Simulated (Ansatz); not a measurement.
# Nudged elastic band run: W$_{8}$C$_{9}$F$_{3}$

Input:

```yaml
crystal:
  lattice:
    - [5.77632, 0.0, 0.0]
    - [-2.88816, 5.00244, 0.0]
    - [0.0, 0.0, 16.23846]
  atoms:
    - { symbol: W, position: [0.0, 0.0, 0.0615822] }
    - { symbol: C, position: [0.33335434, 0.16671419, 0.1421092] }
    - { symbol: W, position: [-0.0002873, 0.00028182, 0.23625811] }
    - { symbol: C, position: [0.33223587, 0.16443218, 0.30417619] }
    - { symbol: W, position: [0.0, 0.5, 0.0615822] }
    - { symbol: C, position: [0.33336031, 0.66664593, 0.14210961] }
    - { symbol: W, position: [-0.00028061, 0.49942265, 0.23625988] }
    - { symbol: C, position: [0.3322092, 0.66776455, 0.30417742] }
    - { symbol: W, position: [0.5, 0.0, 0.0615822] }
    - { symbol: C, position: [0.83333397, 0.16666633, 0.14339498] }
    - { symbol: W, position: [0.50057936, 0.00028858, 0.23625942] }
    - { symbol: C, position: [0.83334237, 0.1666613, 0.31427505] }
    - { symbol: W, position: [0.5, 0.5, 0.0615822] }
    - { symbol: C, position: [0.83328541, 0.6666371, 0.14210843] }
    - { symbol: W, position: [0.50000523, 0.49999933, 0.23550905] }
    - { symbol: C, position: [0.83557079, 0.66779807, 0.30417612] }
    - { symbol: C, position: [-0.16664091, 0.16665822, 0.40729455] }
    - { symbol: F, position: [-0.2934402, -0.08323353, 0.43853414] }
    - { symbol: F, position: [0.08325978, 0.28974555, 0.4385283] }
    - { symbol: F, position: [-0.28972301, 0.29346817, 0.43853455] }
basis:
  ecutwfc: 420.0
kpoints:
  mp_grid: { grid: [3, 3, 1] }
hamiltonian:
  xc: pbesol
  pseudopotentials: { kind: paw, azcp: { folder: soft_1 } }
scf:
  occupations: { method: fermi_dirac, width: 0.15 }
  lower_state_search: "off"
  max_iter: 71
neb:
  images: 3
  f_tol: 0.05
  max_iterations: 50
  order_check: false
  spring: 50.0
  optimiser: fire
  constraints: [{ sites: [0, 4, 8, 12] }]
  final_atoms:
    - { symbol: W, position: [0.0, 0.0, 0.0615822] }
    - { symbol: C, position: [0.3332854, 0.16663709, 0.14210843] }
    - { symbol: W, position: [5.22e-06, -6.8e-07, 0.23550905] }
    - { symbol: C, position: [0.33557078, 0.16779806, 0.30417612] }
    - { symbol: W, position: [0.0, 0.5, 0.0615822] }
    - { symbol: C, position: [0.33333396, 0.66666632, 0.14339498] }
    - { symbol: W, position: [0.00057935, 0.50028857, 0.23625942] }
    - { symbol: C, position: [0.33334236, 0.66666129, 0.31427505] }
    - { symbol: W, position: [0.5, 0.0, 0.0615822] }
    - { symbol: C, position: [0.8333603, 0.16664592, 0.14210961] }
    - { symbol: W, position: [0.49971938, -0.00057736, 0.23625988] }
    - { symbol: C, position: [0.83220919, 0.16776454, 0.30417742] }
    - { symbol: W, position: [0.5, 0.5, 0.0615822] }
    - { symbol: C, position: [0.83335433, 0.66671418, 0.1421092] }
    - { symbol: W, position: [0.49971269, 0.50028181, 0.23625811] }
    - { symbol: C, position: [0.83223586, 0.66443217, 0.30417619] }
    - { symbol: C, position: [0.33335908, 0.66665821, 0.40729455] }
    - { symbol: F, position: [0.20655979, 0.41676646, 0.43853414] }
    - { symbol: F, position: [0.58325977, 0.78974554, 0.4385283] }
    - { symbol: F, position: [0.21027698, 0.79346816, 0.43853455] }
```

Command:

```bash
$ ansatz run input.yaml --threads 4 --pin off --max-ram 10240MiB --backend cpu --events-out ev --progress --plain --runs-dir out
```

Output, in part (warnings, iteration lines):

```
NEB end point (image 0): max|allowed force component| = 2.646e-3 eV/Å (the criterion of neb.relax_end_points is 1.000e-2)
NEB end point (image 4): max|allowed force component| = 2.646e-3 eV/Å (the criterion of neb.relax_end_points is 1.000e-2)
NEB iter   1: max|band force component| = 2.933e0 eV/Å  barrier→ = 3.8343 eV  barrier← = 3.8343 eV  Δτ_max = 0.0506 Å  (56 SCF iters)
NEB iter   2: max|band force component| = 2.189e0 eV/Å  barrier→ = 3.7217 eV  barrier← = 3.7217 eV  Δτ_max = 0.0892 Å  (22 SCF iters)
NEB iter   3: max|band force component| = 1.411e0 eV/Å  barrier→ = 3.6475 eV  barrier← = 3.6475 eV  Δτ_max = 0.0992 Å  (25 SCF iters)
NEB iter   4: max|band force component| = 1.194e0 eV/Å  barrier→ = 3.5828 eV  barrier← = 3.5828 eV  Δτ_max = 0.0058 Å  (25 SCF iters)
NEB iter   5: max|band force component| = 1.044e0 eV/Å  barrier→ = 3.5718 eV  barrier← = 3.5718 eV  Δτ_max = 0.0110 Å  (19 SCF iters)
NEB iter   6: max|band force component| = 8.911e-1 eV/Å  barrier→ = 3.5559 eV  barrier← = 3.5559 eV  Δτ_max = 0.0148 Å  (19 SCF iters)
NEB iter   7: max|band force component| = 5.353e-1 eV/Å  barrier→ = 3.5425 eV  barrier← = 3.5425 eV  Δτ_max = 0.0160 Å  (19 SCF iters)
NEB iter   8: max|band force component| = 6.089e-1 eV/Å  barrier→ = 3.5340 eV  barrier← = 3.5340 eV  Δτ_max = 0.0136 Å  (19 SCF iters)
NEB iter   9: max|band force component| = 7.223e-1 eV/Å  barrier→ = 3.5264 eV  barrier← = 3.5264 eV  Δτ_max = 0.0009 Å  (19 SCF iters)
NEB iter  10: max|band force component| = 6.925e-1 eV/Å  barrier→ = 3.5252 eV  barrier← = 3.5252 eV  Δτ_max = 0.0017 Å  (14 SCF iters)
NEB iter  11: max|band force component| = 6.356e-1 eV/Å  barrier→ = 3.5231 eV  barrier← = 3.5231 eV  Δτ_max = 0.0024 Å  (15 SCF iters)
NEB iter  12: max|band force component| = 5.557e-1 eV/Å  barrier→ = 3.5201 eV  barrier← = 3.5201 eV  Δτ_max = 0.0031 Å  (15 SCF iters)
NEB iter  13: max|band force component| = 4.585e-1 eV/Å  barrier→ = 3.5167 eV  barrier← = 3.5167 eV  CI = image 2  Δτ_max = 0.0036 Å  (16 SCF iters)
NEB iter  14: max|band force component| = 4.444e-1 eV/Å  barrier→ = 3.5130 eV  barrier← = 3.5130 eV  CI = image 2  Δτ_max = 0.0039 Å  (18 SCF iters)
NEB iter  15: max|band force component| = 4.299e-1 eV/Å  barrier→ = 3.5093 eV  barrier← = 3.5093 eV  CI = image 2  Δτ_max = 0.0044 Å  (18 SCF iters)
NEB iter  16: max|band force component| = 4.097e-1 eV/Å  barrier→ = 3.5053 eV  barrier← = 3.5053 eV  CI = image 2  Δτ_max = 0.0053 Å  (18 SCF iters)
NEB iter  17: max|band force component| = 4.276e-1 eV/Å  barrier→ = 3.5009 eV  barrier← = 3.5009 eV  CI = image 2  Δτ_max = 0.0063 Å  (19 SCF iters)
NEB iter  18: max|band force component| = 4.392e-1 eV/Å  barrier→ = 3.4957 eV  barrier← = 3.4957 eV  CI = image 2  Δτ_max = 0.0074 Å  (19 SCF iters)
NEB iter  19: max|band force component| = 4.165e-1 eV/Å  barrier→ = 3.4893 eV  barrier← = 3.4893 eV  CI = image 2  Δτ_max = 0.0084 Å  (19 SCF iters)
NEB iter  20: max|band force component| = 4.014e-1 eV/Å  barrier→ = 3.4810 eV  barrier← = 3.4810 eV  CI = image 2  Δτ_max = 0.0095 Å  (19 SCF iters)
NEB iter  21: max|band force component| = 3.699e-1 eV/Å  barrier→ = 3.4709 eV  barrier← = 3.4709 eV  CI = image 2  Δτ_max = 0.0110 Å  (19 SCF iters)
NEB iter  22: max|band force component| = 3.356e-1 eV/Å  barrier→ = 3.4594 eV  barrier← = 3.4594 eV  CI = image 2  Δτ_max = 0.0137 Å  (19 SCF iters)
NEB iter  23: max|band force component| = 3.056e-1 eV/Å  barrier→ = 3.4469 eV  barrier← = 3.4469 eV  CI = image 2  Δτ_max = 0.0168 Å  (19 SCF iters)
NEB iter  24: max|band force component| = 3.084e-1 eV/Å  barrier→ = 3.4334 eV  barrier← = 3.4334 eV  CI = image 2  Δτ_max = 0.0019 Å  (19 SCF iters)
NEB iter  25: max|band force component| = 2.634e-1 eV/Å  barrier→ = 3.4319 eV  barrier← = 3.4319 eV  CI = image 2  Δτ_max = 0.0032 Å  (16 SCF iters)
NEB iter  26: max|band force component| = 2.594e-1 eV/Å  barrier→ = 3.4292 eV  barrier← = 3.4292 eV  CI = image 2  Δτ_max = 0.0041 Å  (16 SCF iters)
NEB iter  27: max|band force component| = 2.563e-1 eV/Å  barrier→ = 3.4256 eV  barrier← = 3.4256 eV  CI = image 2  Δτ_max = 0.0013 Å  (19 SCF iters)
NEB iter  28: max|band force component| = 2.553e-1 eV/Å  barrier→ = 3.4245 eV  barrier← = 3.4245 eV  CI = image 2  Δτ_max = 0.0026 Å  (13 SCF iters)
NEB iter  29: max|band force component| = 2.527e-1 eV/Å  barrier→ = 3.4224 eV  barrier← = 3.4224 eV  CI = image 2  Δτ_max = 0.0039 Å  (16 SCF iters)
NEB iter  30: max|band force component| = 2.498e-1 eV/Å  barrier→ = 3.4192 eV  barrier← = 3.4192 eV  CI = image 2  Δτ_max = 0.0051 Å  (16 SCF iters)
NEB iter  31: max|band force component| = 2.442e-1 eV/Å  barrier→ = 3.4151 eV  barrier← = 3.4151 eV  CI = image 2  Δτ_max = 0.0063 Å  (16 SCF iters)
NEB iter  32: max|band force component| = 2.355e-1 eV/Å  barrier→ = 3.4102 eV  barrier← = 3.4102 eV  CI = image 2  Δτ_max = 0.0075 Å  (17 SCF iters)
NEB iter  33: max|band force component| = 2.245e-1 eV/Å  barrier→ = 3.4046 eV  barrier← = 3.4046 eV  CI = image 2  Δτ_max = 0.0096 Å  (17 SCF iters)
NEB iter  34: max|band force component| = 2.114e-1 eV/Å  barrier→ = 3.3977 eV  barrier← = 3.3977 eV  CI = image 2  Δτ_max = 0.0121 Å  (17 SCF iters)
NEB iter  35: max|band force component| = 1.978e-1 eV/Å  barrier→ = 3.3895 eV  barrier← = 3.3895 eV  CI = image 2  Δτ_max = 0.0150 Å  (17 SCF iters)
NEB iter  36: max|band force component| = 1.844e-1 eV/Å  barrier→ = 3.3799 eV  barrier← = 3.3799 eV  CI = image 2  Δτ_max = 0.0184 Å  (17 SCF iters)
NEB iter  37: max|band force component| = 1.677e-1 eV/Å  barrier→ = 3.3694 eV  barrier← = 3.3694 eV  CI = image 2  Δτ_max = 0.0224 Å  (17 SCF iters)
NEB iter  38: max|band force component| = 1.416e-1 eV/Å  barrier→ = 3.3582 eV  barrier← = 3.3582 eV  CI = image 2  Δτ_max = 0.0267 Å  (19 SCF iters)
NEB iter  39: max|band force component| = 1.154e-1 eV/Å  barrier→ = 3.3469 eV  barrier← = 3.3469 eV  CI = image 2  Δτ_max = 0.0309 Å  (20 SCF iters)
NEB iter  40: max|band force component| = 8.564e-2 eV/Å  barrier→ = 3.3365 eV  barrier← = 3.3365 eV  CI = image 2  Δτ_max = 0.0353 Å  (20 SCF iters)
NEB iter  41: max|band force component| = 7.104e-2 eV/Å  barrier→ = 3.3279 eV  barrier← = 3.3279 eV  CI = image 2  Δτ_max = 0.0389 Å  (20 SCF iters)
NEB iter  42: max|band force component| = 7.607e-2 eV/Å  barrier→ = 3.3221 eV  barrier← = 3.3221 eV  CI = image 2  Δτ_max = 0.0026 Å  (20 SCF iters)
NEB iter  43: max|band force component| = 5.386e-2 eV/Å  barrier→ = 3.3219 eV  barrier← = 3.3219 eV  CI = image 2  Δτ_max = 0.0004 Å  (15 SCF iters)
NEB iter  44: max|band force component| = 5.008e-2 eV/Å  barrier→ = 3.3219 eV  barrier← = 3.3219 eV  CI = image 2  Δτ_max = 0.0007 Å  (11 SCF iters)
NEB iter  45: max|band force component| = 4.911e-2 eV/Å  barrier→ = 3.3218 eV  barrier← = 3.3218 eV  CI = image 2  Δτ_max = 0.0000 Å  (12 SCF iters)
```

The forces met the threshold. Neighbouring images differ by up to 2.8 eV, so the band resolves the path poorly. The order of the stationary point at the top wasn't checked. Limits of this set-up: coarse k mesh, thin slab, slab without dipole correction, odd electron count without spin, PAW files made for another functional.

Final band (atoms are numbered from 1 in the order of the input):

```csv
image,path coordinate (Å),energy (eV),C12–C17 (Å),C8–C17 (Å)
0,0.00,0.00,1.51,3.34
1,1.59,0.52,1.56,2.90
2,3.18,3.32,2.46,2.47
3,4.77,0.52,2.90,1.56
4,6.36,0.00,3.34,1.51
```

Run time: 20 min on 4 threads of Arm Neoverse V1, with other jobs on the host, peak memory 2.3 GiB.
